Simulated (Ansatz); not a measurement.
# SbH (triplet): the correlation ladder, def2-SVP

Aim: climb from Hartree-Fock through coupled cluster and multireference methods for SbH (triplet) at one geometry and basis, and see what each rung misses.

Computed with Ansatz 0.2.0, Gaussian basis. Level: def2-SVP, core rule «outside noble gas», up to 9 orbitals frozen.

Plan: UHF; CCSD(T) on ROHF; CCSD(T) on UHF; BCCD(T) on ROHF; CISD; CCSDT(Q) on ROHF; CCSDT(Q) on UHF; CISDTQ; CCSDTQ on ROHF; CASSCF and MRCISD+Q, 6 electrons in 5 orbitals; CASSCF and NEVPT2, 6 electrons in 5 orbitals; Full CI.

12 further runs of the same task are left out: 3 that didn't finish, 9 set aside as unsound or not needed.

## (1) What is computed

The geometry is a PBE0/def2-TZVP stationary point (not a proven minimum) of the parent state, kept for this charge and spin. No spin-orbit coupling is included. Elements past krypton take def2 core potentials.

2 atoms, charge 0, spin multiplicity 3.

Atoms are counted from 1 here; the program's logs count them from 0.

Bond lengths: Sb1–H2 1.713 Å.

## (2) UHF

The input, in.yaml:

```yaml
crystal:
  periodic: [false, false, false]
  atoms:
    - {symbol: Sb, position_ang: [0.000000, 0.000000, 0.000000]}
    - {symbol: H, position_ang: [0.000000, 0.000000, 1.713000]}
basis:
  gaussian: {orbitals: def2-SVP}
magnetization: {spin_polarized: true, initial_magnetization: 2}
hamiltonian: {xc: hf}
output: {orbitals: {seedname: orbitals}}
```

Started as:

```sh
$ ansatz run in.yaml --threads 1 --pin off --events-out ev --progress --plain --max-ram 2393MiB
```

The runs that follow: CCSD(T) on ROHF; CCSD(T) on UHF; BCCD(T) on ROHF; CISD; CCSDT(Q) on ROHF; CCSDT(Q) on UHF; CISDTQ; CCSDTQ on ROHF; CASSCF and MRCISD+Q, 6 electrons in 5 orbitals; CASSCF and NEVPT2, 6 electrons in 5 orbitals; Full CI.

**Question.** What will the summary of the whole plan be? Wanted: FCI below the RHF energy; RMP2 from FCI; UMP2 from FCI; RCCSD from FCI; RCCSD(T) from FCI; UCCSD(T) from FCI; RCCSDT(Q) from FCI; UCCSDT(Q) from FCI; NEVPT2 valence from FCI.

As calculated:

| quantity | value |
| --- | --- |
| FCI below the RHF energy | -2.4306 eV |
| RMP2 from FCI | +53.1 kJ/mol |
| UMP2 from FCI | +52.5 kJ/mol |
| RCCSD from FCI | +5.3 kJ/mol |
| RCCSD(T) from FCI | +1.2 kJ/mol |
| UCCSD(T) from FCI | -0.4 kJ/mol |
| RCCSDT(Q) from FCI | 0.0 kJ/mol |
| UCCSDT(Q) from FCI | -1.5 kJ/mol |
| NEVPT2 valence from FCI | +43.5 kJ/mol |
| MRCISD+Q valence from FCI | -2.0 kJ/mol |
| levels within 1 kcal/mol (43 meV) | UCCSD, RCCSD(T), UCCSD(T), BCCD(T), RCCSDT, UCCSDT, CISDTQ, RCCSDT(Q), UCCSDT(Q), RCCSDTQ, MRCISD+Q valence |
| T1 diagnostic | 0.020 |
| effectively unpaired electrons | 2.03 |

RCCSD(T) lands +1.2 kJ/mol from the yardstick (0.5 % of the correlation energy). UCCSD(T), UCCSDT, UCCSDT(Q), MRCISD+Q valence fall below full CI: unrestricted runs freeze a spin-polarised core, another one than full CI's, and coupled cluster isn't variational. One determinant dominates. Of the multireference levels listed MRCISD+Q valence comes nearest in total energy (-2.0 kJ/mol), which doesn't show that its space is the better one. These misses are within one basis, not against nature; the frozen cores of restricted and unrestricted runs differ, which can shift their rows.
